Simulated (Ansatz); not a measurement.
Runs of Ansatz 0.2.0 on AgRh. It takes space group P-6m2 (No. 187, hexagonal). The conventional cell has a = 2.778 Å, b = 2.778 Å, c = 4.809 Å, α = 90.00°, β = 90.00°, γ = 120.00°. Around Ag (site symmetry -6m2) lie 6 Ag at 2.78 Å and 6 Rh at 2.89 Å. Rh (site symmetry -6m2) has 6 Rh at 2.78 Å and 6 Ag at 2.89 Å as nearest neighbours. The cell comes from a database or a generator and needn't be the stable form of this composition.

| level | cutoff (eV) | gap on the mesh (eV) | pressure (GPa) |
| --- | --- | --- | --- |
| BLYP | 420 | none | 7.2 |
| revPBE | 420 | none | 1.0 |
| PBE | 420 | none | -2.0 |
| PBEsol | 420 | none | -10.3 |
| LDA | 420 | none | (a) |
| RPBE | 420 | none | (b) |
| r2SCAN | 500 | none | -6.4 |

Alike in all rows: task band structure; potentials or basis Ansatz PAW; no spin polarisation; cell as given; k mesh 6 × 6 × 3; smearing fermi-dirac 0.05 eV; the mesh is coarse, so values aren't converged.

Q: Fill in the values left out.

A: (a) -15.3; (b) 2.2.

Caveats: all runs use coarse meshes; the PAW data sets come from PBE, with cores solved anew for the run's functional, which leaves a small shift of forces and pressure (some runs).

A k mesh can miss the band edges, and the runs leave out spin-orbit coupling on Ag, Rh.

A gap of «none» marks a metal or a gap under the smearing width.
